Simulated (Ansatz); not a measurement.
# GaGe (Cm) in Ansatz: convergence with smearing width

Aim: find how far smearing width must go before the results for GaGe settle, at PBE. This setting moves, with any that are tied to it; all else stays.

Everything below comes from runs of Ansatz 0.2.0. Logs are shortened: lines on timing, memory, paths and dates and some standing lists are left out, and cuts for length are marked.

## 1. The cell of the first run

The typed cell holds 2 atoms: a = 4.098 Å, b = 4.098 Å, c = 4.098 Å, α = 60.00°, β = 60.00°, γ = 60.00°.

The cell comes from a database or a generator and needn't be the stable form of this composition.

The cell isn't the ideal one: atoms moved at random, drawn with an rms of 0.05 Å.

## 2. With smearing width 0.3 eV

The input, input.yaml:

```yaml
crystal:
  lattice:
    - [0.0, 2.897844, 2.897844]
    - [2.897844, 0.0, 2.897844]
    - [2.897844, 2.897844, 0.0]
  atoms:
    - { symbol: Ge, position: [-0.007234, -0.010274, 0.025349] }
    - { symbol: Ga, position: [0.239969, 0.246622, 0.264274] }
hamiltonian:
  xc: pbe
  pseudopotentials: { kind: paw }
kpoints:
  mp_grid: { grid: [6, 6, 6] }
scf:
  occupations: { method: fermi_dirac, width: 0.3 }
output:
  forces: true
  stress: true
  eigenvalues: true
```

Potentials or basis: Ansatz PAW.

Started as:

```
$ ansatz run input.yaml --threads 2 --pin off --max-ram 5632MiB --backend cpu --events-out ev --progress --plain --runs-dir out
```

The log of the run:

```text
Warning: RAYON_NUM_THREADS=2 ignored (pool sized by the plan → 2); use --threads N
band count auto-derived: 19 (N_el = 27.0; filled up to band 14; 18 by the electrons, moments and atoms)
Engine: ansatz 0.2.0, aarch64-unknown-linux-gnu
Pseudopotentials: kind: paw
Pseudopotential: Ge, paw, valence charge 14, recommended cutoff 420 eV (normal), Ge.paw.azcp
Pseudopotential: Ga, paw, valence charge 13, recommended cutoff 420 eV (normal), Ga.paw.azcp
Functional definition: PBE
  parameter kappa = 0.804
  parameter beta = 0.06672455060314922
  exchange = pbe_x(kappa = kappa, mu = beta*pi^2/3)
  correlation = pbe_c(beta = beta)
Crystal: 2 atoms, lattice volume = 48.669 Å³
Basis set: ecut = 420 eV, 941 PW (Γ), exchange–correlation on 60×60×60 points (8 copies of the dense FFT grid, shifted against one another)
Bands: 19, of which v1, the nominal top of the filled ones, is band 14 counted from 1 (13 counted from 0)
Symmetry: 1 space group operations
Space group: P1 (ITA 1), of the structure as read, at distance tolerance 3.7e-5 Å
k-points: 112 of 216 (time reversal used)
Non-local potential: Ge, projectors of the file, l = 0: 2, l = 1: 2, l = 2: 3, l = 3: 1
Non-local potential: Ga, projectors of the file, l = 0: 2, l = 1: 2, l = 2: 3, l = 3: 1
PAW form: soft (Blöchl's): semilocal exchange-correlation on the pseudo side does not see the compensation charge
PAW one-centre angular grid: Ge, 590 points (default); XC on 64 Gauss nodes
PAW one-centre angular grid: Ga, 590 points (default); XC on 64 Gauss nodes
Initial density: superposition of atomic densities (neutral atoms: chi_scale 0, normalization atom), corrected by the library's trained network
Initial wavefunctions: pseudopotential atomic-orbital guess
Functional: x = pbe(κ = 0.804, μ = 0.2195149727645171), c = pbe(β = 0.06672455060314922)
SCF iter   1: F=—  HF=-8077.852002 eV  |F-HF|=—  |Δ(HF+E_count)|=         —  Δρ=1.43e-3  dr2=9.16e-4  ethr=1.77e-3  ⟨swp⟩=5.0  Hψ=8984  notcnv=0
preconditioner: auto → LDOS  [metal: Δε(μ)=0.277 eV  Ē_g=21.336 eV  σ=0.300 eV  W_gap=0.22  n_scr=14 (ndim 8)  ℏωp=27.7 eV  f_vac=0.062  D(μ)=1.01/eV (n_scr^D=8)  β→1.0]
SCF iter   2: F=—  HF=-8077.852487 eV  |F-HF|=—  |Δ(HF+E_count)|=   4.85e-4  Δρ=1.73e-3  dr2=8.64e-4  ethr=3.39e-6  ⟨swp⟩=2.0  Hψ=4581  notcnv=0
SCF iter   3: F=—  HF=-8077.851806 eV  |F-HF|=—  |Δ(HF+E_count)|=   6.81e-4  Δρ=3.40e-4  dr2=3.52e-5  ethr=3.20e-6  ⟨swp⟩=2.0  Hψ=3653  notcnv=0
SCF iter   4: F=—  HF=-8077.851772 eV  |F-HF|=—  |Δ(HF+E_count)|=   3.36e-5  Δρ=8.31e-5  dr2=3.43e-6  ethr=1.30e-7  ⟨swp⟩=2.0  Hψ=3119  notcnv=0
SCF iter   5: F=—  HF=-8077.851770 eV  |F-HF|=—  |Δ(HF+E_count)|=   1.56e-6  Δρ=4.18e-5  dr2=6.16e-7  ethr=1.27e-8  ⟨swp⟩=2.0  Hψ=3676  notcnv=0
SCF iter   6: F=-8077.851770 eV  HF=-8077.851770 eV  |F-HF|=3.34e-8  |Δ(HF+E_count)|=   4.40e-7  Δρ=1.37e-5  dr2=5.42e-8  ethr=3.70e-10  ⟨swp⟩=3.0  Hψ=8291  notcnv=0
SCF 1 converged in 6 iterations: F = -8077.851770 eV  dr2 = 5.42e-8
SCF converged after 6 iterations
Free energy (F): -8077.851770 eV
Harris-Foulkes:  -8077.851770 eV  (|F-HF|=3.34e-8)
Internal energy: -8077.554241 eV  (E = F + TS)
E sigma→0 (E₀):  -8077.703006 eV
Entropy (-TS):   -0.297529 eV (-148.764 meV/atom)
Fermi energy:    6.384326 eV
--- Per-component energies (eV) ---
  E_band       = -239.776402
  E_kinetic    = 225.340653
  E_local      = -4638.971213  (includes V_loc(G=0)·N_el)
  E_nonlocal   = 839.686467
  E_hartree    = 2086.552508
  E_xc         = -144.086954
  E_vxc        = -121.632144  (∫ρ·V_xc dr)
  E_paw        = -4004.750096  (= ΣΔE_a)
  E_vpaw       = -717.296322  (= ΣTr[D̂ρ^β])
  E_aug_tail   = 0.000225  (compensation charges beyond the density's cutoff)
  E_ewald      = -2441.325830
  E_smearing   = -0.297529  (= −TS)
  E_closure    = 0.000000  (closes the sum)
  Σ components = -8077.851770   (vs F -8077.851770, Δ=0.00e0)
--- Forces (eV/Å), atoms counted from 1 ---
  atom   1  Ge    -0.05037360    -0.19780919     0.04900115
  atom   2  Ga     0.05036856     0.19779188    -0.04899612
  max |Σ_I F_I| component: 1.73e-5 eV/Å
--- Stress (GPa, compression-positive) ---
        0.610140      -0.282011       1.049944
       -0.282011       0.562013       0.288734
        1.049944       0.288734       0.610323
  P = ⅓ Tr σ = 0.5942 GPa (5.942 kbar)
--- Band table (eV; the first three rows and the last of 112) ---
  k-point 0: bands = ["-17.5576", "-17.5557", "-17.5543", "-17.5367", "-17.5365", "-7.9577", "-7.9564", "-7.9542", "-7.8966", "-7.8965", "-4.1705", "7.9225", "8.0347", "8.1964", "8.4283", "10.6067", "10.7352", "10.8279", "14.0523"]
  k-point 1: bands = ["-17.5575", "-17.5549", "-17.5535", "-17.5366", "-17.5365", "-7.9620", "-7.9533", "-7.9517", "-7.8969", "-7.8968", "-3.8514", "5.2754", "7.4821", "7.5928", "9.1120", "11.3057", "11.4209", "12.1315", "15.4392"]
  k-point 2: bands = ["-17.5573", "-17.5534", "-17.5522", "-17.5363", "-17.5362", "-7.9765", "-7.9459", "-7.9449", "-7.8961", "-7.8960", "-2.9827", "2.5032", "6.9000", "7.0079", "8.5694", "11.6730", "11.8238", "14.6138", "15.4383"]
  k-point 111: bands = ["-17.5556", "-17.5544", "-17.5531", "-17.5358", "-17.5350", "-7.9836", "-7.9407", "-7.9398", "-7.8947", "-7.8945", "-2.1806", "0.9168", "6.6692", "6.8360", "8.4687", "11.6027", "11.8510", "14.5749", "17.7339"]
```

Wall time 4.9 s (2 threads of Arm Neoverse V1, shared host); peak memory 0.4 GiB.

What came out:

```
Free energy            : -8077.8518 eV
Pressure               : 0.6 GPa
Largest force          : 0.210 eV/Å
Band gap on the k mesh : none (metal or under the smearing width)
```

## 3. With smearing width 0.2 eV

Edit input.yaml of step 2 so:

```diff
@@ -14,3 +14,3 @@
 scf:
-  occupations: { method: fermi_dirac, width: 0.3 }
+  occupations: { method: fermi_dirac, width: 0.2 }
 output:
```

Potentials or basis: Ansatz PAW.

Started as:

```
$ ansatz run input.yaml --threads 2 --pin off --max-ram 5632MiB --backend cpu --events-out ev --progress --plain --runs-dir out
```

It took 4.8 s on 2 threads of Arm Neoverse V1, shared host; peak memory 0.4 GiB.

Results:

```yaml
Free_energy: -8077.7679 eV
Pressure: 0.3 GPa
Largest_force: 0.209 eV/Å
Band_gap_on_the_k_mesh: none (metal or under the smearing width)
```

## 4. With smearing width 0.15 eV

Edit input.yaml of step 3 so:

```diff
@@ -14,3 +14,3 @@
 scf:
-  occupations: { method: fermi_dirac, width: 0.2 }
+  occupations: { method: fermi_dirac, width: 0.15 }
 output:
```

Started as:

```
$ ansatz run input.yaml --threads 2 --pin off --max-ram 5632MiB --backend cpu --events-out ev --progress --plain --runs-dir out
```

Wall time 4.7 s (2 threads of Arm Neoverse V1, shared host); peak memory 0.4 GiB.

What came out:

| Item | Value |
| --- | --- |
| Free energy | -8077.7383 eV |
| Pressure | 0.2 GPa |
| Largest force | 0.212 eV/Å |
| Band gap on the k mesh | none (metal or under the smearing width) |

## 5. With smearing width 0.1 eV

Edit input.yaml of step 4 so:

```diff
@@ -14,3 +14,3 @@
 scf:
-  occupations: { method: fermi_dirac, width: 0.15 }
+  occupations: { method: fermi_dirac, width: 0.1 }
 output:
```

Started as:

```
$ ansatz run input.yaml --threads 2 --pin off --max-ram 5632MiB --backend cpu --events-out ev --progress --plain --runs-dir out
```

It took 4.6 s on 2 threads of Arm Neoverse V1, shared host; peak memory 0.4 GiB.

What came out:

```yaml
Free_energy: -8077.7170 eV
Pressure: 0.2 GPa
Largest_force: 0.214 eV/Å
Band_gap_on_the_k_mesh: none (metal or under the smearing width)
```

## 6. With smearing width 0.05 eV

Edit input.yaml of step 5 so:

```diff
@@ -14,3 +14,3 @@
 scf:
-  occupations: { method: fermi_dirac, width: 0.1 }
+  occupations: { method: fermi_dirac, width: 0.05 }
 output:
```

Potentials or basis: Ansatz PAW.

Started as:

```
$ ansatz run input.yaml --threads 2 --pin off --max-ram 5632MiB --backend cpu --events-out ev --progress --plain --runs-dir out
```

It took 5.1 s on 2 threads of Arm Neoverse V1, shared host; peak memory 0.4 GiB.

The run converged. Its results:

```yaml
Free_energy: -8077.7021 eV
Pressure: 0.2 GPa
Largest_force: 0.196 eV/Å
Band_gap_on_the_k_mesh: none (metal or under the smearing width)
```

## 7. With smearing width 0.025 eV

Edit input.yaml of step 6 so:

```diff
@@ -14,3 +14,3 @@
 scf:
-  occupations: { method: fermi_dirac, width: 0.05 }
+  occupations: { method: fermi_dirac, width: 0.025 }
 output:
```

Started as:

```
$ ansatz run input.yaml --threads 2 --pin off --max-ram 5632MiB --backend cpu --events-out ev --progress --plain --runs-dir out
```

Wall time 5.4 s (2 threads of Arm Neoverse V1, shared host); peak memory 0.4 GiB.

Results (log left out):

| Quantity | Value |
| --- | --- |
| Free energy | -8077.6964 eV |
| Pressure | 0.2 GPa |
| Largest force | 0.169 eV/Å |
| Band gap on the k mesh | none (metal or under the smearing width) |

## 8. With smearing width 0.01 eV

Edit input.yaml of step 7 so:

```diff
@@ -14,3 +14,3 @@
 scf:
-  occupations: { method: fermi_dirac, width: 0.025 }
+  occupations: { method: fermi_dirac, width: 0.01 }
 output:
```

Started as:

```
$ ansatz run input.yaml --threads 2 --pin off --max-ram 5632MiB --backend cpu --events-out ev --progress --plain --runs-dir out
```

Run time: 5.5 s. Hardware: 2 threads of Arm Neoverse V1, shared host; peak memory 0.4 GiB.

It converged, with:

| Property | Result |
| --- | --- |
| Free energy | -8077.6941 eV |
| Pressure | 0.2 GPa |
| Largest force | 0.150 eV/Å |
| Band gap on the k mesh | none (metal or under the smearing width) |

## 9. With smearing width 0.005 eV

Edit input.yaml of step 8 so:

```diff
@@ -14,3 +14,3 @@
 scf:
-  occupations: { method: fermi_dirac, width: 0.01 }
+  occupations: { method: fermi_dirac, width: 0.005 }
 output:
```

Potentials or basis: Ansatz PAW.

Started as:

```
$ ansatz run input.yaml --threads 2 --pin off --max-ram 5632MiB --backend cpu --events-out ev --progress --plain --runs-dir out
```

Wall time 6.1 s (2 threads of Arm Neoverse V1, shared host); peak memory 0.4 GiB.

The run converged. Its results:

```yaml
Free_energy: -8077.6938 eV
Pressure: 0.2 GPa
Largest_force: 0.149 eV/Å
Band_gap_on_the_k_mesh: none (metal or under the smearing width)
```

## 10. Summary

| smearing width | energy less the tightest run, at zero smearing (meV/atom) | pressure (GPa) | largest force (eV/Å) | SCF cycles | CPU time (s) | peak memory (GiB) |
| --- | --- | --- | --- | --- | --- | --- |
| 0.3 eV | -4.69 | 0.59 | 0.210 | 6 | 9.6 | 0.4 |
| 0.2 eV | -3.30 | 0.34 | 0.209 | 6 | 9.5 | 0.4 |
| 0.15 eV | -3.33 | 0.24 | 0.212 | 6 | 9.2 | 0.4 |
| 0.1 eV | -2.88 | 0.17 | 0.214 | 6 | 9 | 0.4 |
| 0.05 eV | -1.07 | 0.15 | 0.196 | 7 | 10 | 0.4 |
| 0.025 eV | -0.19 | 0.15 | 0.169 | 8 | 11 | 0.4 |
| 0.01 eV | -0.01 | 0.15 | 0.150 | 8 | 11 | 0.4 |
| 0.005 eV | 0.00 | 0.15 | 0.149 | 9 | 12 | 0.4 |

Against the tightest run, the energy stays within 1 meV/atom from 0.025 eV on; the pressure stays within 0.1 GPa from 0.15 eV on; the largest force stays within 0.005 eV/Å from 0.01 eV on. Narrower smearing needs a denser k mesh, so at a fixed mesh the narrowest width isn't the most accurate. The tightest run that finished is the yardstick and may itself not be fully converged.
